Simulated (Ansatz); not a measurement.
# FH₄NSiZn: one species, many methods

An exercise on one series of results from a longer session: the logs are not shown, and one member is left open.

Method: functionals in def2-TZVPP, the program's frozen cores in correlated methods; program: Ansatz 0.2.0, Gaussian basis.

Plan: LDA (SPW92), PBE-D4, revPBE-D4, BLYP-D4, r2SCAN-D4, B97M-V, PBE0-D4, B3LYP-D4, r2SCANh-D4, r2SCAN0-D4, HSE06-D4, BHLYP-D4, CAM-B3LYP-D4, LC-ωPBE, ωB97X-V, ωB97M-V, B2PLYP, PBE-QIDH; CCSD(T)/def2-SVP; CCSD(T)/def2-TZVPP; MP2/def2-QZVPP; extrapolation to the limit; RPA on PBE.

### The geometry

All runs share one geometry, relaxed beforehand with PBE0-D4 in a triple-zeta def2 set.

SMILES `[NH2][Zn][SiH2]F`, 8 atoms, charge 0, spin multiplicity 1.

Atoms are counted from 1 here; the program's logs count them from 0.

Bond lengths: N1–Zn2 1.818 Å, N1–H5 1.009 Å, N1–H6 1.009 Å, Zn2–Si3 2.358 Å, Si3–F4 1.615 Å, Si3–H7 1.490 Å, Si3–H8 1.490 Å. Angles: Zn2–N1–H5 121.4°, Zn2–N1–H6 121.4°, H5–N1–H6 109.1°, N1–Zn2–Si3 176.3°, Zn2–Si3–F4 109.8°, Zn2–Si3–H7 113.2°, Zn2–Si3–H8 113.3°, F4–Si3–H7 106.6°, F4–Si3–H8 106.6°, H7–Si3–H8 106.7°.

The first run:

The input, in.yaml:

```yaml
crystal:
  periodic: [false, false, false]
  atoms:
    - {symbol: N, position_ang: [-1.000890, 2.160603, -0.287559]}
    - {symbol: Zn, position_ang: [-0.242455, 0.522322, -0.071042]}
    - {symbol: Si, position_ang: [0.759027, -1.569529, 0.356408]}
    - {symbol: F, position_ang: [0.835897, -2.429531, -1.007862]}
    - {symbol: H, position_ang: [-1.992517, 2.264855, -0.439269]}
    - {symbol: H, position_ang: [-0.514507, 2.906377, -0.761337]}
    - {symbol: H, position_ang: [2.153354, -1.459934, 0.871156]}
    - {symbol: H, position_ang: [0.002080, -2.395153, 1.339505]}
basis:
  gaussian: {orbitals: def2-TZVPP}
hamiltonian: {xc: lda}
output: {orbitals: {seedname: orbitals}}
```

The run is started by

```bash
$ ansatz run in.yaml --threads 4 --pin off --events-out ev --progress --plain --max-ram 10444MiB
```

Steps of the session up to this table: LDA; PBE-D4 (GGA); revPBE-D4 (GGA); BLYP-D4 (GGA); r2SCAN-D4 (meta-GGA); B97M-V (meta-GGA); PBE0-D4 (hybrid); B3LYP-D4 (hybrid); r2SCANh-D4 (hybrid); r2SCAN0-D4 (hybrid); HSE06-D4 (hybrid); BHLYP-D4 (hybrid); CAM-B3LYP-D4 (range-separated); LC-ωPBE (range-separated); ωB97X-V (range-separated); ωB97M-V (range-separated); B2PLYP (double hybrid); PBE-QIDH (double hybrid).

One table of the session follows, with a row left open; its other results are not shown here.

It belongs to the step «Orbital energies across the functionals». 

```
  functional  HOMO (eV)  gap (eV)
 LDA (SPW92)      -5.77      3.72
      PBE-D4      -5.57      3.75
   revPBE-D4      -5.49      3.78
     BLYP-D4      -5.44      3.74
   r2SCAN-D4      -5.81      4.24
      B97M-V      -5.84      4.12
     PBE0-D4      -6.85      5.80
    B3LYP-D4          ?         ?
  r2SCANh-D4      -6.29      5.00
  r2SCAN0-D4      -7.03      6.13
    HSE06-D4      -6.44      5.02
    BHLYP-D4      -8.07      7.77
CAM-B3LYP-D4      -8.28      8.14
     LC-ωPBE      -9.71     10.66
     ωB97X-V      -9.30     10.14
     ωB97M-V      -9.21      9.77
```

Q: Estimate the row for B3LYP-D4 from the others.

Worked estimate for «HOMO (eV)». Against the share of exact exchange, BLYP-D4 (0, -5.44), BHLYP-D4 (0.5, -8.07) give a slope of -5.26 per unit share; at 0.2 the line stands at -6.49.

The run gave: HOMO (eV): -6.62; gap (eV): 5.36. In «HOMO (eV)» the line misses by +0.13.
